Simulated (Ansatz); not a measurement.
# F₃H₂NSn: how energies converge with the basis set

Aim: see how fast density functionals converge with the basis set for F₃H₂NSn.

Computed with Ansatz 0.2.0, Gaussian basis. Level: one geometry, several basis sets.

Levels to be run: PBE0-D4/def2-SVP; ωB97M-V/def2-SVP; PBE0-D4/def2-QZVPP; ωB97M-V/def2-QZVPP; the functionals' def2-TZVPP values are taken from earlier runs.

## 1. The relaxed structure

An earlier PBE0-D4 in a triple-zeta def2 set relaxation fixed the geometry. Sn takes the def2 core potential; no spin-orbit term is included.

SMILES `[NH2][Sn]([F])([F])[F]`, 7 atoms, charge 0, spin multiplicity 1.

Atoms are counted from 1 here; the program's logs count them from 0.

Bond lengths: N1–Sn2 1.981 Å, N1–H6 1.013 Å, N1–H7 1.013 Å, Sn2–F3 1.889 Å, Sn2–F4 1.897 Å, Sn2–F5 1.889 Å. Angles: Sn2–N1–H6 112.7°, Sn2–N1–H7 112.6°, H6–N1–H7 108.7°, N1–Sn2–F3 110.4°, N1–Sn2–F4 117.7°, N1–Sn2–F5 110.5°, F3–Sn2–F4 104.9°, F3–Sn2–F5 108.1°, F4–Sn2–F5 104.7°.

As a file:

```
atom    x (Å)    y (Å)    z (Å)
  N1  -0.4597   1.0752   0.6252
 Sn2   0.3739  -0.5086  -0.2249
  F3   0.8252  -1.7955   1.0820
  F4  -0.6453  -1.4585  -1.5122
  F5   1.9556  -0.0160  -1.1323
  H6  -0.7019   1.7956  -0.0444
  H7  -1.2865   0.8397   1.1609
```

## 2. PBE0-D4 in def2-SVP

Input file in.yaml:

```yaml
crystal:
  periodic: [false, false, false]
  atoms:
    - {symbol: N, position_ang: [-0.459711, 1.075236, 0.625189]}
    - {symbol: Sn, position_ang: [0.373931, -0.508603, -0.224946]}
    - {symbol: F, position_ang: [0.825179, -1.795531, 1.082029]}
    - {symbol: F, position_ang: [-0.645295, -1.458482, -1.512232]}
    - {symbol: F, position_ang: [1.955587, -0.016043, -1.132270]}
    - {symbol: H, position_ang: [-0.701935, 1.795610, -0.044379]}
    - {symbol: H, position_ang: [-1.286455, 0.839713, 1.160911]}
basis:
  gaussian: {orbitals: def2-SVP}
hamiltonian: {xc: pbe0, dispersion: d4}
output: {orbitals: {seedname: orbitals}}
```

Started as:

```sh
$ ansatz run in.yaml --threads 4 --pin off --events-out ev --progress --plain --max-ram 10444MiB
```

After this run come: ωB97M-V in def2-SVP; PBE0-D4 in def2-QZVPP; ωB97M-V in def2-QZVPP.

Before running them: what should the planned runs give, taken together? Wanted: PBE0-D4: double and triple zeta above quadruple; ωB97M-V: double and triple zeta above quadruple.

**Answer**, as computed:

| quantity | value |
| --- | --- |
| PBE0-D4: double and triple zeta above quadruple | 13.70, 0.67 eV |
| ωB97M-V: double and triple zeta above quadruple | 13.94, 0.64 eV |

In words: For PBE0-D4 the step from double to triple zeta gains 13.03 eV and the next only 0.67 eV. Total energies overstate the basis error of differences, where much of it tends to cancel.
